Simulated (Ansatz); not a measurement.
This script makes an atomisation energy of Br2H4Si2, SMILES [SiH3][SiH](Br)Br with Ansatz 0.2.0 through its Python package.

Script `tae_br2h4si2.py`:
```python
from collections import Counter

import ansatz as az
from ase import Atoms


def energy_of(molecule, charge=0, unpaired=0):
    calc = (
        molecule.calculation()
        .basis(gaussian="cc-pVDZ")
        .correlation("mp2", electrons="all")
        .accuracy("high")
    )
    if charge:
        calc = calc.charge(charge)
    if unpaired:
        calc = calc.spin("collinear", total=unpaired)
    report = calc.run().report
    if report["published_state_doubts"]:
        print("  doubts:", report["published_state_doubts"])
    return report["free_energy_ev"]

atoms = Atoms(["Si", "Si", "Br", "Br", "H", "H", "H", "H"], positions=[
    (-0.3314, 1.1021, 0.0729),
    (0.1885, -1.0833, 0.0099),
    (2.0523, -1.4255, 1.1009),
    (0.541, -1.7598, -2.0832),
    (-0.572, 1.6075, 1.4438),
    (0.6732, 2.0097, -0.5648),
    (-1.6275, 1.3876, -0.6673),
    (-0.832, -1.8955, 0.632),
])
br2h4si2 = az.Crystal.molecule_from_ase(atoms)

unpaired = {"Si": 2, "Br": 1, "H": 1}
counts = Counter(site.symbol for site in br2h4si2.cartesian_sites)
atom_energy = {s: energy_of(az.Crystal.molecule().atom(s, (0, 0, 0)), 0, unpaired[s]) for s in counts}
whole = energy_of(br2h4si2, 0, 0)
for s, e in atom_energy.items():
    print(f"{s:2s} x{counts[s]}  {e:14.5f} eV")
print(f"Br2H4Si2: {whole:.5f} eV")
split = sum(counts[s] * e for s, e in atom_energy.items()) - whole
print(f"atomisation energy (no zero-point term): {96.485332 * split:.1f} kJ/mol, {split / sum(counts.values()):.3f} eV an atom")
```

What does it cost to take this molecule apart into atoms?

2030.2 kJ/mol from the electronic energies, without the zero-point term.

The output:

Running `python tae_br2h4si2.py` prints:
```text
Si x2     -7861.37986 eV
Br x2    -70000.76060 eV
H  x4       -13.58606 eV
Br2H4Si2: -155799.66701 eV
atomisation energy (no zero-point term): 2030.2 kJ/mol, 2.630 eV an atom
```

Notes:
- These settings explore the input space; basis and method may be short of convergence.
- The geometry is a force-field or estimated start, not a minimum of this method, and the basis set is short of its limit. All parts are taken at fixed geometry, without zero-point energy.
- In double-zeta sets correlated atomisation energies come out some 10 to 15 % low.
- For Al to Cl the sets with a tight d function, cc-pV(X+d)Z, are usual.
- The spin-orbit lowering of heavy atoms is left out.
- It ran for 14 s on 1 thread of Arm Neoverse V1, with other jobs on the host, peak memory 0.57 GiB.

(Lines on the test bed's own set-up are left out of the output.)
